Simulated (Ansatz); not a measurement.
# Al2H6N2S: the cost of one run

Program: Ansatz 0.2.0. Level of theory: RKS PBE0-D4/cc-pVDZ. These are calculated values, not measurements.

## 1. The system as given

Bond lengths: N1–Al2 1.939 Å, Al2–S3 2.256 Å, Al2–N4 1.851 Å, N4–Al5 1.933 Å, N1–H6 0.989 Å, N1–H7 1.090 Å, S3–H8 1.392 Å, N4–H9 1.115 Å, Al5–H10 1.576 Å, Al5–H11 1.582 Å. Angles: N1–Al2–S3 118.9°, N1–Al2–N4 120.2°, S3–Al2–N4 120.8°, Al2–N1–H6 107.7°, Al2–N1–H7 104.3°, H6–N1–H7 105.5°, Al2–S3–H8 91.6°, Al2–N4–Al5 108.1°, Al2–N4–H9 106.5°, Al5–N4–H9 105.5°, N4–Al5–H10 115.0°, N4–Al5–H11 117.6°, H10–Al5–H11 116.9°.

As a file:

```xyz
11

N     2.0451    0.6900    0.4231
Al    0.3058    0.0625    1.0066
S     0.1907   -1.7794    2.3035
N    -1.2345    0.8900    0.3989
Al   -1.4263    0.4920   -1.4831
H     2.4349   -0.0065   -0.1601
H     1.8211    1.5294   -0.2345
H     0.2214   -2.6126    1.1889
H    -2.0887    0.3788    0.9008
H    -0.4683    1.3039   -2.4354
H    -1.7359   -1.0052   -1.8882
```

## 2. Relaxing end A

Contents of input.yaml:

```yaml
crystal:
  periodic: [false, false, false]
  atoms:
    - { symbol: "N", position_ang: [2.0451, 0.69, 0.4231] }
    - { symbol: Al, position_ang: [0.3058, 0.0625, 1.0066] }
    - { symbol: S, position_ang: [0.1907, -1.7794, 2.3035] }
    - { symbol: "N", position_ang: [-1.2345, 0.89, 0.3989] }
    - { symbol: Al, position_ang: [-1.4263, 0.492, -1.4831] }
    - { symbol: H, position_ang: [2.4349, -0.0065, -0.1601] }
    - { symbol: H, position_ang: [1.8211, 1.5294, -0.2345] }
    - { symbol: H, position_ang: [0.2214, -2.6126, 1.1889] }
    - { symbol: H, position_ang: [-2.0887, 0.3788, 0.9008] }
    - { symbol: H, position_ang: [-0.4683, 1.3039, -2.4354] }
    - { symbol: H, position_ang: [-1.7359, -1.0052, -1.8882] }
basis:
  gaussian: { orbitals: cc-pVDZ }
hamiltonian:
  xc: pbe0
  dispersion: d4
relax:
  f_tol: 0.015
  max_steps: 40
```

Launch:

```console
ansatz run input.yaml --threads 2 --pin off --max-ram 3072MiB --backend cpu --events-out ev --progress --plain --runs-dir out
```

Q: Estimate wall time and peak memory on 2 threads of Arm Neoverse V2, shared host.

About 1.7 min, with a peak of 0.28 GiB.
